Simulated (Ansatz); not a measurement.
# K3OF: the cost of one run

Program: Ansatz 0.2.0. Level of theory: reference: DFT, HSE06, plane waves, PAW. These are calculated values, not measurements.

## (1) The starting structure

Symmetry: Pm-3m, No. 221, cubic system. The conventional cell has a = 5.057 Å, b = 5.057 Å, c = 5.057 Å, α = 90.00°, β = 90.00°, γ = 90.00°. Around F (site symmetry m-3m) lie 12 K at 3.58 Å. O (site symmetry m-3m) has 6 K at 2.53 Å as nearest neighbours. K (site symmetry 4/mmm) has 2 O at 2.53 Å and 4 F at 3.58 Å and 8 K at 3.58 Å as nearest neighbours.

Coordinates:

```
F O K
1.0
     5.05670    0.00000    0.00000
     0.00000    5.05670    0.00000
     0.00000    0.00000    5.05670
F O K
1 1 3
Cartesian
  0.0000 0.0000 0.0000
  2.5284 2.5284 2.5284
  2.5284 2.5284 0.0000
  2.5284 0.0000 2.5284
  0.0000 2.5284 2.5284
```

## (2) Baseline

input.yaml reads:

```yaml
crystal:
  lattice:
    - [5.0567019247, 0.0, 0.0]
    - [0.0, 5.0567019247, 0.0]
    - [0.0, 0.0, 5.0567019247]
  atoms:
    - { symbol: F, position: [0.0, 0.0, 0.0] }
    - { symbol: O, position: [0.5, 0.5, 0.5] }
    - { symbol: K, position: [0.5, 0.5, 0.0] }
    - { symbol: K, position: [0.5, 0.0, 0.5] }
    - { symbol: K, position: [0.0, 0.5, 0.5] }
kpoints:
  mp_grid: { grid: [2, 2, 2] }
hamiltonian:
  xc: hse06
scf:
  occupations: { method: fixed }
  n_extra_bands: 5
output:
  forces: true
  stress: true
  eigenvalues: true
```

Run with:

```console
$ ansatz run input.yaml --threads 4 --pin off --max-ram 4608MiB --backend cpu --events-out ev --progress --plain --runs-dir out
```

What time and memory should one allow on 4 threads of Arm Neoverse N1, shared host?

About 9.1 s, with a peak of 0.71 GiB.
